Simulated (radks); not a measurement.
# Ionisation of Sb²⁺: one atom, several choices of relativity

One table from this session's results is given with a row withheld; the runs are named, their logs left out.

The numbers are computed with radks (a radial shooting solver on a logarithmic mesh, Libxc functionals) version 1 (Kohn-Sham, BLYP, spin-unpolarised, spherical densities), except any that are marked as measured or tabulated.

## The atom as given

- element: antimony (Z = 51)
- charge: +2
- electrons: 49
- configuration: [Kr] 4d10 5s2 5p1
- ion: Sb³⁺, [Kr] 4d10 5s2
- choices: non-relativistic; scalar-relativistic; Dirac, 2j+1 shares; Dirac, low j first; scalar-relativistic, finite nucleus; Dirac, 2j+1 shares, finite nucleus; Dirac, c × 3; Dirac, c × 2; Dirac, c × 10

Set-up of the first run:

Input:

```text
Z 51
configuration [Kr] 4d10 5s2 5p1 6s0 4f0
relativity non-relativistic
functional b88,lyp
spin unpolarised
nucleus point
```

Steps of the session up to this table: non-relativistic: Sb²⁺.

One table of the session follows, with a row left open; its other results are not shown here.

It belongs to the step «non-relativistic: Sb²⁺». From the orbitals of this run (lengths in bohr):

| level | <r> | outermost maximum (interpolated) | 90 % within | nodes |
| --- | --- | --- | --- | --- |
| 3p | 0.3348 | 0.299 | 0.502 | 1 |
| 3d | 0.3056 | 0.245 | 0.480 | 0 |
| 4s | 0.8207 | 0.749 | 1.19 | 3 |
| 4p | 0.8648 | 0.774 | 1.27 | 2 |
| 4d | 1.017 | 0.842 | 1.57 | 1 |
| 5s | 2.165 | 1.91 | 3.14 | 4 |
| 5p | 2.526 | 2.19 | 3.70 | 3 |
| 6s | ? | ? | ? | ? |

Estimate the missing values for 6s.

As computed: <r>: 4.875; outermost maximum (interpolated): 4.58; 90 % within: 6.90; nodes: 5. In the column «<r>» it is the highest.

To keep in mind: Spin polarisation and multiplet splitting of open shells are left out at every level.
